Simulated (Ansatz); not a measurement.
# K3SO4F: the cost of one run

Method: DFT PBE+D3(BJ), plane waves, PAW, scalar-relativistic, no spin polarisation, in Ansatz 0.2.0.

## (1) The starting structure

The cell holds 36 atoms (F4K12O16S4): a = 7.464 Å, b = 7.464 Å, c = 11.175 Å, α = 90.00°, β = 90.00°, γ = 90.00°.

Its coordinates follow in the input file.

## (2) Run 1

280 steps of 1 fs under a Nosé-Hoover thermostat at 700 K.

input.yaml reads:

```yaml
accuracy: low
crystal:
  lattice:
    - [7.46392, 0.0, 0.0]
    - [0.0, 7.46392, 0.0]
    - [0.0, 0.0, 11.174943]
  atoms:
    - { symbol: K, position: [0.692962, 0.192962, 0.0] }
    - { symbol: K, position: [0.0, 0.0, 0.75] }
    - { symbol: K, position: [0.192962, 0.307038, 0.0] }
    - { symbol: K, position: [0.807038, 0.307038, 0.5] }
    - { symbol: K, position: [0.307038, 0.192962, 0.5] }
    - { symbol: K, position: [0.0, 0.0, 0.25] }
    - { symbol: S, position: [0.0, 0.5, 0.25] }
    - { symbol: S, position: [0.5, 0.0, 0.25] }
    - { symbol: O, position: [0.6162505, 0.8837495, 0.1711505] }
    - { symbol: O, position: [0.6162505, 0.1162505, 0.3288495] }
    - { symbol: O, position: [0.1162505, 0.6162505, 0.1711505] }
    - { symbol: O, position: [0.3837495, 0.8837495, 0.3288495] }
    - { symbol: O, position: [0.3837495, 0.1162505, 0.1711505] }
    - { symbol: O, position: [0.8837495, 0.3837495, 0.1711505] }
    - { symbol: O, position: [0.1162505, 0.3837495, 0.3288495] }
    - { symbol: O, position: [0.8837495, 0.6162505, 0.3288495] }
    - { symbol: F, position: [0.0, 0.0, 0.5] }
    - { symbol: F, position: [0.0, 0.0, 0.0] }
    - { symbol: K, position: [0.192962, 0.692962, 0.5] }
    - { symbol: K, position: [0.5, 0.5, 0.25] }
    - { symbol: K, position: [0.692962, 0.807038, 0.5] }
    - { symbol: K, position: [0.307038, 0.807038, 0.0] }
    - { symbol: K, position: [0.807038, 0.692962, 0.0] }
    - { symbol: K, position: [0.5, 0.5, 0.75] }
    - { symbol: S, position: [0.5, 0.0, 0.75] }
    - { symbol: S, position: [0.0, 0.5, 0.75] }
    - { symbol: O, position: [0.1162505, 0.3837495, 0.6711505] }
    - { symbol: O, position: [0.1162505, 0.6162505, 0.8288495] }
    - { symbol: O, position: [0.6162505, 0.1162505, 0.6711505] }
    - { symbol: O, position: [0.8837495, 0.3837495, 0.8288495] }
    - { symbol: O, position: [0.8837495, 0.6162505, 0.6711505] }
    - { symbol: O, position: [0.3837495, 0.8837495, 0.6711505] }
    - { symbol: O, position: [0.6162505, 0.8837495, 0.8288495] }
    - { symbol: O, position: [0.3837495, 0.1162505, 0.8288495] }
    - { symbol: F, position: [0.5, 0.5, 0.0] }
    - { symbol: F, position: [0.5, 0.5, 0.5] }
basis:
  ecutwfc: 420.0
kpoints:
  mp_grid: { grid: [1, 1, 1] }
hamiltonian:
  xc: pbe
  dispersion: d3bj
scf:
  occupations: { method: fermi_dirac, width: 0.05 }
  lower_state_search: "off"
md:
  timestep: 1
  n_steps: 280
  ensemble: nvt_nose_hoover
  temperature: 700.0
  initial_velocities: maxwell_boltzmann
  seed: 704086
  nose_hoover: { tau: 200.0, chain_length: 3 }
```

Run with:

```sh
> ansatz run input.yaml --threads 2 --pin off --max-ram 5120MiB --backend cpu --events-out ev --progress --plain --runs-dir out
```

What time and memory should one allow on 2 threads of Intel Xeon Platinum 8488C (Sapphire Rapids), shared host?

About 7.1 min, with a peak of 0.73 GiB.
